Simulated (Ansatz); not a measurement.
**C₂H₅BClF: small, medium and large basis sets**

An exercise on one series of results from a longer session: the logs are not shown, and one member is left open.

The runs use Ansatz 0.2.0, Gaussian basis; one geometry, several basis sets.

Levels to be run: PBE0-D4/def2-SVP; ωB97M-V/def2-SVP; PBE0-D4/def2-QZVPP; ωB97M-V/def2-QZVPP; the functionals' def2-TZVPP values are taken from earlier runs.

## Structure used throughout

An earlier PBE0-D4 in a triple-zeta def2 set relaxation fixed the geometry.

10 atoms, charge 0, spin multiplicity 1.

Atoms are counted from 1 here; the program's logs count them from 0.

Bond lengths: B1–C2 1.553 Å, B1–H6 1.192 Å, B1–H7 1.191 Å, C2–C3 1.488 Å, C2–F4 1.338 Å, C2–Cl5 1.947 Å, C3–H8 1.088 Å, C3–H9 1.091 Å, C3–H10 1.094 Å. Angles: C2–B1–H6 117.8°, C2–B1–H7 118.1°, H6–B1–H7 122.7°, B1–C2–C3 127.0°, B1–C2–F4 119.0°, B1–C2–Cl5 72.1°, C3–C2–F4 110.9°, C3–C2–Cl5 109.5°, F4–C2–Cl5 107.6°, C2–C3–H8 110.6°, C2–C3–H9 111.5°, C2–C3–H10 107.2°, H8–C3–H9 110.2°, H8–C3–H10 108.7°, H9–C3–H10 108.5°.

The first run:

The input, in.yaml:

```yaml
crystal:
  periodic: [false, false, false]
  atoms:
    - {symbol: B, position_ang: [-1.096445, 0.819150, 0.514264]}
    - {symbol: C, position_ang: [0.223200, 0.007275, 0.409641]}
    - {symbol: C, position_ang: [0.608414, -0.939119, -0.671399]}
    - {symbol: F, position_ang: [0.933782, -0.220839, 1.519732]}
    - {symbol: Cl, position_ang: [0.594028, 1.831349, -0.162458]}
    - {symbol: H, position_ang: [-1.858955, 0.761190, -0.400706]}
    - {symbol: H, position_ang: [-1.397952, 1.266522, 1.575726]}
    - {symbol: H, position_ang: [0.120301, -0.670980, -1.605982]}
    - {symbol: H, position_ang: [1.690442, -0.972085, -0.806590]}
    - {symbol: H, position_ang: [0.266185, -1.933663, -0.369030]}
basis:
  gaussian: {orbitals: def2-SVP}
hamiltonian: {xc: pbe0, dispersion: d4}
output: {orbitals: {seedname: orbitals}}
```

Among the steps run: PBE0-D4 in def2-SVP; ωB97M-V in def2-SVP; PBE0-D4 in def2-QZVPP; ωB97M-V in def2-QZVPP.

One of the session's tables, all rows but one given; the rest of the session is left out.

It belongs to the step «Functionals by basis». 

```
functional       basis  HOMO (eV)
   PBE0-D4    def2-SVP      -8.77
   PBE0-D4  def2-TZVPP      -8.85
   PBE0-D4  def2-QZVPP      -8.87
   ωB97M-V    def2-SVP     -11.03
   ωB97M-V  def2-TZVPP     -11.14
   ωB97M-V  def2-QZVPP          ?
```

Q: Estimate the row for ωB97M-V, def2-QZVPP from the others.

As computed: HOMO (eV): -11.16. In the column «HOMO (eV)» it is the lowest.
